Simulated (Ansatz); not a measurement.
# C₂H₆FGaO₂: small, medium and large basis sets

An exercise on one series of results from a longer session: the logs are not shown, and one member is left open.

Method: one geometry, several basis sets; program: Ansatz 0.2.0, Gaussian basis.

Plan: PBE0-D4/def2-SVP; ωB97M-V/def2-SVP; PBE0-D4/def2-QZVPP; ωB97M-V/def2-QZVPP; the functionals' def2-TZVPP values are taken from earlier runs.

## The relaxed structure

An earlier PBE0-D4 in a triple-zeta def2 set relaxation fixed the geometry.

SMILES `C[O][Ga]([F])[O]C`, 12 atoms, charge 0, spin multiplicity 1.

Atoms are counted from 1 here; the program's logs count them from 0.

Bond lengths: C1–O2 1.413 Å, C1–H7 1.095 Å, C1–H8 1.094 Å, C1–H9 1.094 Å, O2–Ga3 1.763 Å, Ga3–F4 1.744 Å, Ga3–O5 1.756 Å, O5–C6 1.414 Å, C6–H10 1.094 Å, C6–H11 1.094 Å, C6–H12 1.095 Å. Angles: O2–C1–H7 113.2°, O2–C1–H8 109.4°, O2–C1–H9 109.3°, H7–C1–H8 108.3°, H7–C1–H9 108.3°, H8–C1–H9 108.3°, C1–O2–Ga3 123.0°, O2–Ga3–F4 118.8°, O2–Ga3–O5 122.5°, F4–Ga3–O5 118.7°, Ga3–O5–C6 121.8°, O5–C6–H10 109.2°, O5–C6–H11 109.3°, O5–C6–H12 113.4°, H10–C6–H11 108.3°, H10–C6–H12 108.2°, H11–C6–H12 108.2°.

Coordinates:

```xyz
12
C2H6FGaO2
C     0.0416   -2.4003    0.2979
O     0.2794   -1.0084    0.2530
Ga   -0.8678    0.1392   -0.4361
F    -2.3672   -0.4617   -1.0922
O    -0.5578    1.8668   -0.4877
C     0.6347    2.4265    0.0264
H    -0.9257   -2.6861   -0.1285
H     0.8281   -2.9213   -0.2567
H     0.0717   -2.7399    1.3377
H     1.1530    2.9666   -0.7717
H     0.3873    3.1386    0.8197
H     1.3227    1.6801    0.4382
```

Set-up of the first run:

in.yaml

```yaml
crystal:
  periodic: [false, false, false]
  atoms:
    - {symbol: C, position_ang: [0.041594, -2.400273, 0.297851]}
    - {symbol: O, position_ang: [0.279414, -1.008426, 0.253013]}
    - {symbol: Ga, position_ang: [-0.867824, 0.139209, -0.436111]}
    - {symbol: F, position_ang: [-2.367229, -0.461745, -1.092229]}
    - {symbol: O, position_ang: [-0.557771, 1.866822, -0.487675]}
    - {symbol: C, position_ang: [0.634688, 2.426491, 0.026438]}
    - {symbol: H, position_ang: [-0.925715, -2.686131, -0.128545]}
    - {symbol: H, position_ang: [0.828104, -2.921347, -0.256656]}
    - {symbol: H, position_ang: [0.071707, -2.739906, 1.337683]}
    - {symbol: H, position_ang: [1.153031, 2.966618, -0.771669]}
    - {symbol: H, position_ang: [0.387315, 3.138648, 0.819666]}
    - {symbol: H, position_ang: [1.322685, 1.680051, 0.438222]}
basis:
  gaussian: {orbitals: def2-SVP}
hamiltonian: {xc: pbe0, dispersion: d4}
output: {orbitals: {seedname: orbitals}}
```

On the command line:

```
$ ansatz run in.yaml --threads 4 --pin off --events-out ev --progress --plain --max-ram 10444MiB
```

Among the steps run: PBE0-D4 in def2-SVP; ωB97M-V in def2-SVP; PBE0-D4 in def2-QZVPP; ωB97M-V in def2-QZVPP.

One table of the session follows, with a row left open; its other results are not shown here.

```
functional       basis  HOMO (eV)
   PBE0-D4    def2-SVP      -7.99
   PBE0-D4  def2-TZVPP      -8.13
   PBE0-D4  def2-QZVPP      -8.17
   ωB97M-V    def2-SVP          ?
   ωB97M-V  def2-TZVPP     -10.53
   ωB97M-V  def2-QZVPP     -10.58
```

Estimate the missing values for ωB97M-V, def2-SVP.

As computed: HOMO (eV): -10.37. In the column «HOMO (eV)» it lies between ωB97M-V, def2-TZVPP (-10.53) and PBE0-D4, def2-QZVPP (-8.17).
